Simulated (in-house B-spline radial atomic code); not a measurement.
**Sm²⁺: ionisation energy by several methods**

An exercise on one series of results from a longer session: the logs are not shown, and one member is left open.

Program: in-house B-spline radial atomic code version 1. Level of theory: non-relativistic, several functionals, spin-polarised; spherical all-electron atom at the radial basis limit. These are calculated values, not measurements, unless marked.

## The system

| Item | Value |
| --- | --- |
| element | samarium (Z = 62) |
| charge | +2 |
| electrons | 60 |
| configuration | [Xe] 4f6 |
| nucleus | point |

The outer shells:

[Xe] 4f6
```
[Xe] core
4f [↑ ][↑ ][↑ ][↑ ][↑ ][↑ ][  ]
```

Where spins are not typed, each open shell is filled with up spins first.

Set-up of the first run:

The run's settings:

```ini
Z = 62
electrons = 60.0
configuration = [Xe] 4f6
hamiltonian = nr
method = hf
spin_polarised = True
```

Among the steps run: Hartree-Fock; TPSS; M06-L; LDA (PW92); revTPSS; SCAN.

One of the session's tables, all rows but one given; the rest of the session is left out.

```
      method  ΔSCF (eV)
  LDA (PW92)     28.994
        TPSS          ?
       M06-L     28.714
     revTPSS     28.593
        SCAN     28.953
Hartree-Fock     25.868
```

**Question.** Estimate the row for TPSS.

**Answer.** ΔSCF (eV): 28.558. In the column «ΔSCF (eV)» it lies between Hartree-Fock (25.868) and revTPSS (28.593).

Members of this set that are not shown: 12 used exact exchange with fractional occupations of an open shell, which is unsound here.

Limits of these values: These runs leave out relativity, which matters at this nuclear charge.
